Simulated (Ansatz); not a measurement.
# ClF3H2OZr: the cost of one run

All numbers below are computed with Ansatz 0.2.0 (RKS B3LYP-D4/def2-SVP).

### Step 1. The system as given

Bond lengths: Zr1–O2 2.420 Å, O2–H3 1.010 Å, Zr1–F4 1.980 Å, Zr1–F5 1.979 Å, Zr1–F6 1.979 Å, Zr1–Cl7 2.820 Å. Angles: Zr1–O2–H3 109.5°, O2–Zr1–F4 109.4°, O2–Zr1–F5 109.5°, O2–Zr1–F6 109.5°, O2–Zr1–Cl7 71.6°, F4–Zr1–F5 109.5°, F4–Zr1–F6 109.5°, F4–Zr1–Cl7 67.2°, F5–Zr1–F6 109.5°, F5–Zr1–Cl7 176.6°, F6–Zr1–Cl7 72.8°.

Structure file:

```xyz
8

Zr    0.0000    0.0000    0.0000
O     0.0000    0.0000    2.4200
H    -0.9095   -0.2814    2.7571
F     1.8671    0.0000   -0.6593
F    -0.9326    1.6157   -0.6593
F    -0.9326   -1.6157   -0.6593
Cl    1.4718   -2.2350    0.8892
H     0.7582   -1.1514    2.1491
```

### Step 2. Pulling towards end A

Springs on the bonds that form and break draw the guess towards this end; the thresholds are loose.

input.yaml reads:

```yaml
crystal:
  periodic: [false, false, false]
  atoms:
    - { symbol: Zr, position_ang: [0.0, 0.0, 0.0] }
    - { symbol: O, position_ang: [0.0, 0.0, 2.42] }
    - { symbol: H, position_ang: [-0.9095, -0.2814, 2.7571] }
    - { symbol: F, position_ang: [1.8671, 0.0, -0.6593] }
    - { symbol: F, position_ang: [-0.9326, 1.6157, -0.6593] }
    - { symbol: F, position_ang: [-0.9326, -1.6157, -0.6593] }
    - { symbol: Cl, position_ang: [1.4718, -2.235, 0.8892] }
    - { symbol: H, position_ang: [0.7582, -1.1514, 2.1491] }
basis:
  gaussian: { orbitals: def2-SVP }
hamiltonian:
  xc: b3lyp
  dispersion: d4
relax:
  f_tol: 0.15
  max_steps: 25
  restrain:
    - { distance: [0, 6], at: 3.72, k: 30.0 }
    - { distance: [7, 1], at: 2.21, k: 30.0 }
    - { distance: [0, 1], at: 2.07, k: 30.0 }
    - { distance: [7, 6], at: 1.37, k: 30.0 }
```

Command:

```console
$ ansatz run input.yaml --threads 2 --pin off --max-ram 3072MiB --backend cpu --events-out ev --progress --plain --runs-dir out
```

What time and memory should one allow on 2 threads of Intel Xeon 6975P-C (Granite Rapids), shared host?

About 35 s, with a peak of 0.29 GiB.
